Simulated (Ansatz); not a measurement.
The system is Ta3AsAu2O13.

```xyz
19
Lattice="5.7238 -0.0075 -0.0040 1.3028 6.2550 0.0056 0.2757 1.3007 8.3675" Properties=species:S:1:pos:R:3 pbc="T T T"
Ta    1.8016    2.6675    4.8901
Ta    0.6106    1.9943    8.3559
Ta    4.2828    4.5395    4.2252
As    4.7578    6.6860    6.9518
Au    3.4916    0.8150    1.5556
Au    1.4492    5.7148    3.7432
O     4.8936    5.2811    5.9496
O     3.3221    1.7411    5.8246
O     6.2809    6.7422    7.6940
O     3.3672    6.6706    7.9235
O     4.5687    1.8638    0.2577
O     1.7240    1.5064    0.9269
O     0.9962    1.2256    4.1088
O     3.3758    2.9946    3.6400
O     0.9058    2.6910    6.5776
O     6.1615    3.9169    3.8186
O     4.0664    5.7780    2.9290
O     2.4385    4.7506    5.2300
O     6.5613    6.2408    1.8957
```

The cell was built by a generator and needn't be a form met in nature.

Base run:

| Quantity | Value |
| --- | --- |
| Program | Ansatz 0.2.0 |
| Functional | PBE |
| Potentials or basis | Ansatz NC |
| Cutoff | 1240 eV |
| Density cutoff | 4960 eV |
| k mesh | 5 × 5 × 4 |
| Occupations | fermi-dirac, width 0.05 eV |
| Spin | no spin polarisation |

Its results: band gap on the k mesh 1.28 eV, indirect (least direct gap 1.34 eV); pressure 0.1 GPa; largest force 0.057 eV/Å.

Problem. The run is repeated on the same cell with these changes: potentials or basis from Ansatz NC to JTH PAW; cutoff from 1240 eV to 1380 eV; density cutoff from 4960 eV to 5520 eV; valence electrons from 212 to 154. What comes out?

Solution. Band gap on the k mesh 1.25 eV, indirect (least direct gap 1.31 eV); pressure 0.9 GPa; largest force 0.256 eV/Å.

Caveats: odd divisions of the mesh miss points on the zone boundary, where band edges often lie, so the gap on the mesh can be too wide; spin-orbit coupling is left out, which moves the levels of the heavy elements.

A k mesh can miss the band edges.

Not every run made on this cell is shown here.
